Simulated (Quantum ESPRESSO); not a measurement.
# Pt (Fm-3m) in Quantum ESPRESSO: single point with PBE

Aim: the single point of Pt with PBE.

Program: Quantum ESPRESSO 7.5. These are calculated values, not measurements. Logs are shortened: lines on timing, memory, paths and dates and some standing lists are left out, and cuts for length are marked.

## 1. The structure

Symmetry: Fm-3m, No. 225, cubic system. The conventional cell has a = 3.922 Å, b = 3.922 Å, c = 3.922 Å, α = 90.00°, β = 90.00°, γ = 90.00°. Pt (site symmetry m-3m) is surrounded by 12 Pt at 2.77 Å.

## 2. Single point, PBE

scf.in reads:

```
&CONTROL
  calculation = 'scf'
  prefix = 'pwscf'
  outdir = './tmp'
  pseudo_dir = './pseudo'
/
&SYSTEM
  ibrav = 0
  nat = 1
  ntyp = 1
  ecutwfc = 84
  nbnd = 15
  occupations = 'smearing'
  smearing = 'fd'
  degauss = 0.00367493
  force_symmorphic = .true.
/
&ELECTRONS
  conv_thr = 2d-10
  electron_maxstep = 120
  mixing_beta = 0.5
/
ATOMIC_SPECIES
Pt   195.0840 Pt.upf
CELL_PARAMETERS angstrom
   0.0000000000    1.9609000000    1.9609000000
   1.9609000000    0.0000000000    1.9609000000
   1.9609000000    1.9609000000    0.0000000000
ATOMIC_POSITIONS crystal
Pt     0.0000000000    0.0000000000    0.0000000000
K_POINTS automatic
12 12 12 0 0 0
```

nscf.in reads:

```
&CONTROL
  calculation = 'nscf'
  prefix = 'pwscf'
  outdir = './tmp'
  pseudo_dir = './pseudo'
/
&SYSTEM
  ibrav = 0
  nat = 1
  ntyp = 1
  ecutwfc = 84
  nbnd = 39
  occupations = 'smearing'
  smearing = 'fd'
  degauss = 0.00367493
  force_symmorphic = .true.
/
&ELECTRONS
  conv_thr = 1d-08
  diago_full_acc = .true.
  diago_thr_init = 1d-06
/
ATOMIC_SPECIES
Pt   195.0840 Pt.upf
CELL_PARAMETERS angstrom
   0.0000000000    1.9609000000    1.9609000000
   1.9609000000    0.0000000000    1.9609000000
   1.9609000000    1.9609000000    0.0000000000
ATOMIC_POSITIONS crystal
Pt     0.0000000000    0.0000000000    0.0000000000
K_POINTS automatic
12 12 12 0 0 0
```

Potentials or basis: PseudoDojo 0.4.1 SR PBE standard.

Command:

```bash
$ OMP_NUM_THREADS=1 pw.x -in scf.in > scf.out
$ OMP_NUM_THREADS=1 pw.x -in nscf.in > nscf.out
```

scf.out:

```text
This program is part of the open-source Quantum ESPRESSO suite
     for quantum simulation of materials; please cite
[... 9 lines left out ...]
     --------------------
     sticks:   dense  smooth     PW     G-vecs:    dense   smooth      PW
     Sum         649     649    199                10657    10657    1837

     Using Slab Decomposition

     bravais-lattice index     =            0
     lattice parameter (alat)  =       5.2405  a.u.
     unit-cell volume          =     101.7637 (a.u.)^3
     number of atoms/cell      =            1
     number of atomic types    =            1
     number of electrons       =        18.00
     number of Kohn-Sham states=           15
     kinetic-energy cutoff     =      84.0000  Ry
     charge density cutoff     =     336.0000  Ry
     scf convergence threshold =      2.0E-10
     mixing beta               =       0.5000
     number of iterations used =            8  plain     mixing
     Exchange-correlation= PBE
                           (   1   4   3   4   0   0   0)

     celldm(1)=   5.240459  celldm(2)=   0.000000  celldm(3)=   0.000000
     celldm(4)=   0.000000  celldm(5)=   0.000000  celldm(6)=   0.000000

     crystal axes: (cart. coord. in units of alat)
               a(1) = (   0.000000   0.707107   0.707107 )
               a(2) = (   0.707107   0.000000   0.707107 )
               a(3) = (   0.707107   0.707107   0.000000 )

     reciprocal axes: (cart. coord. in units 2 pi/alat)
               b(1) = ( -0.707107  0.707107  0.707107 )
               b(2) = (  0.707107 -0.707107  0.707107 )
               b(3) = (  0.707107  0.707107 -0.707107 )

     PseudoPot. # 1 for Pt read from file:
     Pt.upf
     Pseudo is Norm-conserving + core correction, Zval = 18.0
     Generated using ONCVPSP code by D. R. Hamann
     Using radial grid of 1374 points,  8 beta functions with:
                l(1) =   0
                l(2) =   0
                l(3) =   1
                l(4) =   1
                l(5) =   2
                l(6) =   2
                l(7) =   3
                l(8) =   3

     atomic species   valence    mass     pseudopotential
     Pt               18.00   195.08400     Pt( 1.00)

     48 Sym. Ops., with inversion, found

   Cartesian axes

     site n.     atom                  positions (alat units)
         1        Pt     tau(   1) = (   0.0000000   0.0000000   0.0000000  )

     number of k points=    72  Fermi-Dirac smearing, width (Ry)=  0.0037
                       cart. coord. in units 2pi/alat
        k(    1) = (   0.0000000   0.0000000   0.0000000), wk =   0.0011574
        k(    2) = (   0.0589256   0.0589256  -0.0589256), wk =   0.0092593
        k(    3) = (   0.1178511   0.1178511  -0.1178511), wk =   0.0092593
        k(    4) = (   0.1767767   0.1767767  -0.1767767), wk =   0.0092593
        k(    5) = (   0.2357023   0.2357023  -0.2357023), wk =   0.0092593
        k(    6) = (   0.2946278   0.2946278  -0.2946278), wk =   0.0092593
[... 64 lines left out ...]
        k(   71) = (  -0.7071068   0.2357023   0.0000000), wk =   0.0138889
        k(   72) = (  -0.7071068   0.3535534   0.0000000), wk =   0.0069444

     Dense  grid:    10657 G-vectors     FFT dimensions: (  32,  32,  32)

     Initial potential from superposition of free atoms

     starting charge      17.9998, renormalised to      18.0000
     Starting wfcs are   10 randomized atomic wfcs +    5 random wfcs

     Self-consistent Calculation

     iteration #  1     ecut=    84.00 Ry     beta= 0.50
     Davidson diagonalization with overlap
     ethr =  1.00E-02,  avg # of iterations =  4.5

     Threshold (ethr) on eigenvalues was too large:
     Diagonalizing with lowered threshold

     Davidson diagonalization with overlap
     ethr =  4.29E-04,  avg # of iterations =  1.3

     total energy              =    -261.16773319 Ry
     estimated scf accuracy    <       0.07650292 Ry

     iteration #  2     ecut=    84.00 Ry     beta= 0.50
     Davidson diagonalization with overlap
     ethr =  4.25E-04,  avg # of iterations =  2.0
[... 36 lines left out ...]
     total energy              =    -261.18437790 Ry
     estimated scf accuracy    <          5.5E-09 Ry

     iteration #  8     ecut=    84.00 Ry     beta= 0.50
     Davidson diagonalization with overlap
     ethr =  3.06E-11,  avg # of iterations =  2.0

     End of self-consistent calculation

          k = 0.0000 0.0000 0.0000 (  1363 PWs)   bands (ev):

   -75.0503 -28.9663 -28.9663 -28.9663  13.3444  19.7923  19.7923  19.7923
    21.9561  21.9561  38.1975  43.1420  43.1420  43.1420  48.4726

          k = 0.0589 0.0589-0.0589 (  1327 PWs)   bands (ev):

   -75.0481 -28.9986 -28.9709 -28.9709  13.6230  19.6715  19.9004  19.9004
    21.8979  21.8979  38.6209  41.8234  43.5649  43.5649  49.8348

          k = 0.1179 0.1179-0.1179 (  1330 PWs)   bands (ev):
[... 111 lines left out ...]
   -75.0173 -29.3541 -29.1201 -29.0354  17.1110  19.3453  20.0155  20.4728
    22.5172  25.3255  32.2697  38.4578  40.4808  44.1997  47.7402

          k =-0.0589-0.2946 0.2946 (  1328 PWs)   bands (ev):

   -75.0235 -29.2811 -29.1004 -29.0144  16.8287  19.0455  19.7681  20.6829
    21.6382  24.1865  35.2991  39.0492  41.4116  45.1455  46.8423

          k = 0.0000-0.2357 0.2357 (  1341 PWs)   bands (ev):

   -75.0310 -29.2002 -29.0619 -28.9958  15.9058  18.9312  20.0967  20.7985
    21.0969  23.1407  37.6575  40.0341  43.2887  43.3021  48.0922

          k = 0.3536 0.0000 0.0000 (  1331 PWs)   bands (ev):

   -75.0283 -29.1957 -29.0558 -29.0558  16.1067  18.2013  20.5745  21.4495
    21.4495  22.7271  40.7149  40.7149  41.0474  42.4841  44.5941

          k = 0.4125 0.0589-0.0589 (  1317 PWs)   bands (ev):

   -75.0221 -29.2630 -29.0813 -29.0767  16.7210  17.9443  20.3779  21.7295
    22.4852  23.1128  37.8085  39.5831  40.4508  43.3031  44.6842

          k = 0.4714 0.1179-0.1179 (  1319 PWs)   bands (ev):
[... 11 lines left out ...]
   -75.0105 -29.3586 -29.1945 -29.0791  17.5433  18.7322  20.0490  21.1952
    23.3566  28.3370  29.4185  36.4234  40.4016  41.7147  50.8647

          k =-0.0589-0.4125 0.4125 (  1322 PWs)   bands (ev):

   -75.0125 -29.3322 -29.2051 -29.0591  17.8210  18.9454  19.6123  21.0913
    22.5980  26.7018  32.1892  35.7156  41.3245  42.4656  48.3556

          k = 0.0000-0.3536 0.3536 (  1320 PWs)   bands (ev):

   -75.0173 -29.3059 -29.1686 -29.0354  17.7422  18.9439  19.3372  21.0207
    21.8530  25.4562  34.3286  36.5872  41.2297  44.8800  46.1631

          k = 0.4714 0.0000-0.0000 (  1331 PWs)   bands (ev):

   -75.0173 -29.3060 -29.1003 -29.1003  16.7758  17.5466  21.4636  22.5611
    22.5611  23.1487  38.0241  38.0241  38.7373  42.5580  44.6626

          k = 0.5303 0.0589-0.0589 (  1323 PWs)   bands (ev):
[... 21 lines left out ...]
   -75.0093 -29.3851 -29.1327 -29.1327  16.6278  17.1083  23.4756  23.6132
    23.6132  23.7569  34.6287  35.8429  35.8429  43.2573  46.2795

          k =-0.0589-0.6482 0.6482 (  1323 PWs)   bands (ev):

   -75.0071 -29.3983 -29.1548 -29.1373  16.6634  17.1153  22.8756  23.3084
    23.9551  26.0931  32.5515  35.0268  35.6041  44.0842  46.7466

          k = 0.0000-0.5893 0.5893 (  1320 PWs)   bands (ev):

   -75.0065 -29.3785 -29.1955 -29.1277  16.9343  17.4799  21.7976  22.8890
    23.7794  28.3469  30.7974  34.2197  36.5614  44.4181  47.8628

          k =-0.7071 0.0000 0.0000 (  1298 PWs)   bands (ev):

   -75.0063 -29.4136 -29.1445 -29.1445  16.4954  16.9553  23.5996  24.0852
    24.0852  25.3456  32.4608  34.9744  34.9744  43.6775  46.8716

          k = 0.2357 0.1179 0.0000 (  1336 PWs)   bands (ev):

   -75.0371 -29.1253 -29.0247 -28.9959  15.0628  18.9783  20.3090  20.5619
    21.2671  22.4339  39.4797  40.4056  42.8169  44.4692  47.6451

          k = 0.2946 0.1768-0.0589 (  1333 PWs)   bands (ev):

   -75.0296 -29.2180 -29.0562 -29.0107  16.0529  18.8323  20.0191  20.7385
    21.6053  23.0907  37.2623  40.3246  42.4811  43.9131  48.6199

          k = 0.3536 0.2357-0.1179 (  1321 PWs)   bands (ev):
[... 6 lines left out ...]
   -75.0165 -29.3832 -29.0929 -29.0465  16.8808  19.3330  20.2645  20.5018
    23.2517  25.2756  31.0520  38.9028  40.4735  43.0976  49.4703

          k =-0.2357-0.3536 0.4714 (  1328 PWs)   bands (ev):

   -75.0145 -29.4088 -29.0971 -29.0533  16.8765  19.2278  20.2730  20.9778
    23.5091  26.3816  29.2169  38.6746  40.4320  42.1580  50.6920

          k = 0.3536 0.1179 0.0000 (  1325 PWs)   bands (ev):

   -75.0268 -29.2227 -29.0710 -29.0410  16.3735  18.3271  20.0587  21.4451
    21.6658  23.0990  38.3221  39.9921  41.6837  43.1309  46.6778

          k = 0.4125 0.1768-0.0589 (  1321 PWs)   bands (ev):

   -75.0201 -29.2935 -29.1068 -29.0583  17.1306  18.3490  19.6348  21.4308
    22.5563  24.1255  35.4340  38.9382  40.2716  43.9986  47.1524

          k =-0.2357-0.4714 0.5893 (  1318 PWs)   bands (ev):
[... 11 lines left out ...]
   -75.0125 -29.3622 -29.1673 -29.0666  17.5988  18.8365  19.9166  20.9423
    23.0998  26.9586  30.6665  37.3125  39.7611  42.9637  48.9522

          k =-0.0589-0.2946 0.4125 (  1325 PWs)   bands (ev):

   -75.0166 -29.3228 -29.1532 -29.0471  17.6249  19.0632  19.1422  21.1121
    22.3481  25.4693  33.5274  37.3411  40.4419  44.6412  46.8433

          k = 0.0000-0.2357 0.3536 (  1324 PWs)   bands (ev):

   -75.0228 -29.2707 -29.1124 -29.0261  17.0474  18.6404  19.5848  21.3014
    21.5076  24.2151  36.0108  38.5056  41.3124  44.4617  47.2215

          k = 0.4714 0.1179-0.0000 (  1316 PWs)   bands (ev):

   -75.0166 -29.3120 -29.1170 -29.0917  17.0716  17.7335  20.4428  22.5547
    22.5898  24.0584  36.1902  37.5951  39.0971  44.5048  44.8819

          k =-0.1768-0.5303 0.6482 (  1325 PWs)   bands (ev):
[... 26 lines left out ...]
   -75.0071 -29.3678 -29.1917 -29.1331  17.1268  17.6040  21.2000  22.6772
    23.8773  28.0541  31.4131  34.5435  36.2405  45.2045  47.6558

          k =-0.0000-0.4714 0.5893 (  1318 PWs)   bands (ev):

   -75.0071 -29.3308 -29.2450 -29.1183  17.4727  18.1590  20.4051  22.1048
    23.6237  29.5820  30.4750  33.5641  37.4035  44.5901  49.9781

          k =-0.7071 0.1179-0.0000 (  1320 PWs)   bands (ev):

   -75.0063 -29.3959 -29.1628 -29.1454  16.7662  17.1901  22.4284  23.1911
    24.0861  27.1990  31.7878  34.6606  35.3221  44.9089  46.7791

          k =-0.2357-0.4714 0.7071 (  1329 PWs)   bands (ev):

   -75.0146 -29.3199 -29.1626 -29.0764  17.8504  18.2692  19.2412  22.0125
    22.5546  25.5765  34.2696  36.3398  39.3424  45.7762  45.8972

          k =-0.1768-0.4125 0.6482 (  1322 PWs)   bands (ev):
[... 11 lines left out ...]
   -75.0085 -29.3425 -29.1992 -29.1256  17.6262  17.9890  20.0002  22.3343
    23.6037  27.5904  32.6010  34.4282  36.8014  46.6679  46.6782

          k =-0.0589-0.4125 0.6482 (  1320 PWs)   bands (ev):

   -75.0071 -29.3166 -29.2451 -29.1330  17.8459  18.4240  19.6335  21.7996
    23.8455  29.6124  31.0187  33.6902  36.3353  46.2477  48.4981

          k = 0.0000-0.3536 0.5893 (  1323 PWs)   bands (ev):

   -75.0078 -29.2969 -29.2653 -29.1198  18.1181  18.7879  19.0436  21.6644
    23.5993  28.7617  32.6483  32.7785  37.1654  45.9317  47.9506

          k =-0.7071 0.2357 0.0000 (  1312 PWs)   bands (ev):

   -75.0063 -29.3471 -29.2126 -29.1471  17.4437  17.8869  20.5597  22.2098
    24.0879  29.6065  30.9763  33.6295  35.5799  46.9626  47.9823

          k =-0.7071 0.3536 0.0000 (  1316 PWs)   bands (ev):

   -75.0063 -29.2801 -29.2801 -29.1479  17.9121  19.0230  19.0230  21.5794
    24.0888  30.6994  31.8610  31.8610  35.6234  47.9986  47.9986

     the Fermi energy is    23.6058 ev

!    total energy              =    -261.18437790 Ry
     estimated scf accuracy    <          2.0E-11 Ry
     smearing contrib. (-TS)   =      -0.00113880 Ry
     internal energy E=F+TS    =    -261.18323910 Ry

     The total energy is F=E-TS. E is the sum of the following terms:
     one-electron contribution =     -51.22784256 Ry
     hartree contribution      =      38.06940187 Ry
     xc contribution           =     -47.58360661 Ry
     ewald contribution        =    -200.44119180 Ry

     convergence has been achieved in   8 iterations

=------------------------------------------------------------------------------=
   JOB DONE.
=------------------------------------------------------------------------------=
```

Wall time 33 s (1 thread of Arm Neoverse V1, shared host); peak memory 0.05 GiB.

What came out:

```yaml
Band_gap_on_the_k_mesh_mean-field_level: none (metal or under the smearing width)
```
